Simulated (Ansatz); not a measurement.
# WSi (singlet): geometry optimisation

Aim: relax a generated start of WSi (singlet) and see which bonds hold.

Method: RKS PBE0/def2-TZVP; program: Ansatz 0.2.0, Gaussian basis.

## 1. Where the work starts

2 atoms, charge 0, spin multiplicity 1.

Atoms are counted from 1 here; the program's logs count them from 0.

Bond lengths: W1–Si2 2.560 Å.

Coordinates:

```xyz
2

W     0.0000    0.0000    0.0000
Si    0.0000    0.0000    2.5600
```

The start is set by covalent radii. Sticks and bond lists go by distance. No spin-orbit coupling is included. Elements past krypton take def2 core potentials.

## 2. The run

File in.yaml:

```yaml
crystal:
  periodic: [false, false, false]
  atoms:
    - {symbol: W, position_ang: [0.000000, 0.000000, 0.000000]}
    - {symbol: Si, position_ang: [0.000000, 0.000000, 2.560000]}
basis:
  gaussian: {orbitals: def2-TZVP}
hamiltonian: {xc: pbe0}
relax: {f_tol: 0.004, max_steps: 80}
```

The run is started by

```sh
> ansatz run in.yaml --threads 1 --pin off --events-out ev --progress --plain --max-ram 1740MiB
```

What does the calculation give? Wanted: energy gained; shift from the start; total energy; dipole moment.

The runs gave:

| quantity | value |
| --- | --- |
| steps | 5 |
| energy gained | 1.126 eV |
| shift from the start (rms) | 0.200 Å |
| total energy | -9693.5383 eV |
| dipole moment | 2.13 D |

In words: The bonds of the start are those of the end. W1–Si2 went from 2.560 to 2.160 Å. No vibrations were run, so this is a stationary point, not a proven minimum, and this spin need not be the ground state's.
